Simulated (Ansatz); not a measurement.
# C₂H₉BSi: small, medium and large basis sets

The task here is to estimate one member of a computed series from the others.

The runs use Ansatz 0.2.0, Gaussian basis; one geometry, several basis sets.

Levels to be run: PBE0-D4/def2-SVP; ωB97M-V/def2-SVP; PBE0-D4/def2-QZVPP; ωB97M-V/def2-QZVPP; the functionals' def2-TZVPP values are taken from earlier runs.

### Structure used throughout

An earlier PBE0-D4 in a triple-zeta def2 set relaxation fixed the geometry.

13 atoms, charge 0, spin multiplicity 1.

Atoms are counted from 1 here; the program's logs count them from 0.

Bond lengths: B1–Si2 2.009 Å, B1–H5 1.197 Å, B1–H6 1.197 Å, Si2–C3 1.882 Å, Si2–H7 1.495 Å, Si2–H8 1.499 Å, C3–C4 1.525 Å, C3–H9 1.096 Å, C3–H10 1.096 Å, C4–H11 1.093 Å, C4–H12 1.093 Å, C4–H13 1.093 Å. Angles: Si2–B1–H5 120.1°, Si2–B1–H6 123.0°, H5–B1–H6 116.9°, B1–Si2–C3 115.9°, B1–Si2–H7 110.3°, B1–Si2–H8 105.2°, C3–Si2–H7 109.5°, C3–Si2–H8 109.2°, H7–Si2–H8 106.1°, Si2–C3–C4 113.9°, Si2–C3–H9 108.1°, Si2–C3–H10 107.8°, C4–C3–H9 110.3°, C4–C3–H10 110.5°, H9–C3–H10 105.8°, C3–C4–H11 111.4°, C3–C4–H12 111.3°, C3–C4–H13 111.7° and more.

Coordinates:

```
B    -1.3087    2.1883   -0.5467
Si   -0.8560    0.2379   -0.3809
C     0.8459   -0.1552    0.3186
C     1.1188   -1.6474    0.4775
H    -2.2759    2.5292   -1.1639
H    -0.6709    3.0527   -0.0179
H    -1.0256   -0.4487   -1.6978
H    -1.9058   -0.3328    0.5247
H     1.5969    0.3018   -0.3354
H     0.9391    0.3571    1.2826
H     1.0481   -2.1691   -0.4806
H     0.3972   -2.1135    1.1535
H     2.1173   -1.8351    0.8811
```

The first run:

in.yaml reads:

```yaml
crystal:
  periodic: [false, false, false]
  atoms:
    - {symbol: B, position_ang: [-1.308733, 2.188283, -0.546656]}
    - {symbol: Si, position_ang: [-0.856048, 0.237918, -0.380949]}
    - {symbol: C, position_ang: [0.845875, -0.155177, 0.318572]}
    - {symbol: C, position_ang: [1.118774, -1.647370, 0.477457]}
    - {symbol: H, position_ang: [-2.275853, 2.529189, -1.163880]}
    - {symbol: H, position_ang: [-0.670855, 3.052671, -0.017931]}
    - {symbol: H, position_ang: [-1.025646, -0.448664, -1.697847]}
    - {symbol: H, position_ang: [-1.905838, -0.332822, 0.524695]}
    - {symbol: H, position_ang: [1.596938, 0.301809, -0.335399]}
    - {symbol: H, position_ang: [0.939149, 0.357076, 1.282571]}
    - {symbol: H, position_ang: [1.048121, -2.169142, -0.480565]}
    - {symbol: H, position_ang: [0.397205, -2.113504, 1.153484]}
    - {symbol: H, position_ang: [2.117312, -1.835069, 0.881148]}
basis:
  gaussian: {orbitals: def2-SVP}
hamiltonian: {xc: pbe0, dispersion: d4}
output: {orbitals: {seedname: orbitals}}
```

On the command line:

```bash
> ansatz run in.yaml --threads 4 --pin off --events-out ev --progress --plain --max-ram 10444MiB
```

Among the steps run: PBE0-D4 in def2-SVP; ωB97M-V in def2-SVP; PBE0-D4 in def2-QZVPP; ωB97M-V in def2-QZVPP.

One of the session's tables, all rows but one given; the rest of the session is left out.

It belongs to the step «Density functionals: the series». 

| functional | basis | HOMO (eV) | LUMO (eV) |
| --- | --- | --- | --- |
| PBE0-D4 | def2-SVP | -8.01 | -2.25 |
| PBE0-D4 | def2-TZVPP | ? | ? |
| PBE0-D4 | def2-QZVPP | -8.00 | -2.31 |
| ωB97M-V | def2-SVP | -10.16 | -0.19 |
| ωB97M-V | def2-TZVPP | -10.18 | -0.35 |
| ωB97M-V | def2-QZVPP | -10.18 | -0.40 |

Q: Estimate the row for PBE0-D4, def2-TZVPP from the others.

**Answer.** HOMO (eV): -8.00; LUMO (eV): -2.30.
